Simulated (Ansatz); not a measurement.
Runs of Ansatz 0.2.0 on AlSn. The structure is hexagonal, space group P-6m2 (No. 187). The conventional cell has a = 4.198 Å, b = 4.198 Å, c = 3.307 Å, α = 90.00°, β = 90.00°, γ = 120.00°. Sn (site symmetry -6m2) has 6 Al at 2.93 Å and 2 Sn at 3.31 Å as nearest neighbours. Around Al (site symmetry -6m2) lie 6 Sn at 2.93 Å and 2 Al at 3.31 Å. The cell comes from a database or a generator and needn't be the stable form of this composition.

```csv
task,level,potentials or basis,cell,cutoff (eV),smearing,points for each segment of the path,gap on the mesh (eV),pressure (GPa)
single point,PBE,Ansatz PAW,as given,420,gaussian 0.023 eV,-,none,0.3
band structure,revPBE,Ansatz PAW,as given,420,fermi-dirac 0.05 eV,14,none,(a)
single point,PBE,Ansatz PAW,as given,420,gaussian 0.012 eV,-,none,0.3
single point,PBE,Ansatz PAW,as given,420,gaussian 0.027 eV,-,none,0.3
band structure,PBE,JTH PAW,as given,6600,fermi-dirac 0.05 eV,14,none,0.3
relaxation of cell and atoms,revPBE,Ansatz PAW,relaxed,420,fermi-dirac 0.05 eV,-,none,0.0
band structure,PBE,PseudoDojo stringent (PBE files),as given,1388,fermi-dirac 0.05 eV,14,none,0.2
```

Alike in all rows: no spin polarisation; k mesh 7 × 7 × 8.

Question: Estimate the missing entries.

Answer: (a) 1.2.

Caveats: the potentials were made for another functional, which shifts forces and pressure (some runs); the PAW data sets come from PBE, with cores solved anew for the run's functional, which leaves a small shift of forces and pressure (some runs); the plane-wave basis is chosen anew once the cell has moved, so the energies of steps on either side of that aren't comparable (some runs).

A k mesh can miss the band edges, and the runs leave out spin-orbit coupling on Sn.

A gap of «none» marks a metal or a gap under the smearing width.

Not every run made on this cell is shown here.
